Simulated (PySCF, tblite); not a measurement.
# C₂H₁₁ClSSi₃: geometry, infrared bands and NMR shifts

What infrared bands and NMR shifts should C₂H₁₁ClSSi₃ (`CS[Si@H](C[SiH3])[SiH2]Cl`) show?

Programs: tblite 0.8.0 and PySCF 2.14.0, with density-fitted response routines of our own. Each step states its level of theory. These are calculated values for one molecule in the gas phase, unless marked as measured. Atoms count from 0, in the outputs and in this text.

## (1) The starting structure

18 atoms, charge 0, multiplicity 1; geometry from: force field or distance geometry start.

Bonds of the start (Å): C0–S1 1.80, S1–Si2 2.14, Si2–C3 1.86, C3–Si4 1.87, Si2–Si5 2.23, Si5–Cl6 2.10, C0–H7 1.11, C0–H8 1.10, C0–H9 1.11, Si2–H10 1.48, C3–H11 1.09, C3–H12 1.12, Si4–H13 1.46, Si4–H14 1.47, Si4–H15 1.46, Si5–H16 1.48, Si5–H17 1.48.

## (2) Optimising the geometry with GFN2-xTB

What the job is given:

```
{"job": {"kind": "relax", "xc": "GFN2-xTB", "basis": "xTB"}, "charge": 0, "multiplicity": 1}
C     -2.791600    -1.161200    -0.256400
S     -1.065800    -1.572000    -0.545600
Si     0.172400     0.167900    -0.723700
C      1.649400     0.089600     0.403500
Si     2.906200    -0.995800    -0.463700
Si    -0.937000     2.040000    -0.226100
Cl    -2.667300     2.238200    -1.393900
H     -3.331000    -2.110900    -0.072000
H     -2.901500    -0.497600     0.618400
H     -3.250300    -0.626900    -1.120100
H      0.677600     0.321300    -2.105900
H      2.041400     1.090800     0.607300
H      1.365100    -0.377500     1.385700
H      3.981700    -1.449000     0.410400
H      2.194800    -2.162300    -0.992500
H      3.430900    -0.197000    -1.566700
H     -0.101300     3.245900    -0.418800
H     -1.382500     1.962800     1.183800
```

On the command line:

```bash
OMP_NUM_THREADS=1 python probes_run.py task.json out
```

This one command runs all jobs of the session in turn.

**Question.** This job is followed by: GFN2-xTB harmonic vibrations, gas phase; GIAO PBE0/pcSseg-1 NMR shielding, non-relativistic, gas phase. Predict these results of the whole session: strongest single infrared mode (GFN2-xTB); zero-point energy (GFN2-xTB); 13C shifts against TMS (PBE0/pcSseg-1); 1H shifts against TMS (PBE0/pcSseg-1, means over atoms taken as alike); 33S shifts against CS2 (PBE0/pcSseg-1); 29Si shifts against TMS (PBE0/pcSseg-1); 35Cl shifts against HCl (PBE0/pcSseg-1).

As calculated:

```
                                                              quantity                                           value
                             strongest single infrared mode (GFN2-xTB)                           2245 cm⁻¹, 474 km/mol
                                          zero-point energy (GFN2-xTB)                                   72.6 kcal/mol
                                13C shifts against TMS (PBE0/pcSseg-1)                                 14.8, -10.7 ppm
1H shifts against TMS (PBE0/pcSseg-1, means over atoms taken as alike)  5.38, 5.18, 5.18, 4.09, 2.16, -0.10, -0.13 ppm
                                33S shifts against CS2 (PBE0/pcSseg-1)                                        -203 ppm
                               29Si shifts against TMS (PBE0/pcSseg-1)                         -11.1, -30.1, -71.6 ppm
                               35Cl shifts against HCl (PBE0/pcSseg-1)                                         -96 ppm
```

**Reading.** Over 106 steps the energy fell by 0.466 eV; of the close pairs, Si2–Si5 changed most, 2.232 to 2.327 Å. All 48 modes are real, so the xTB geometry is a minimum. The strongest single mode, at 2245 cm⁻¹, moves mainly H13. GFN2-xTB is a fitted tight-binding method: band positions and strengths are rough. Its intensities can rank the bands wrongly. At PBE0/pcSseg-1: The widest tensor belongs to S1: span 281 ppm, with a paramagnetic part of -355 ppm.
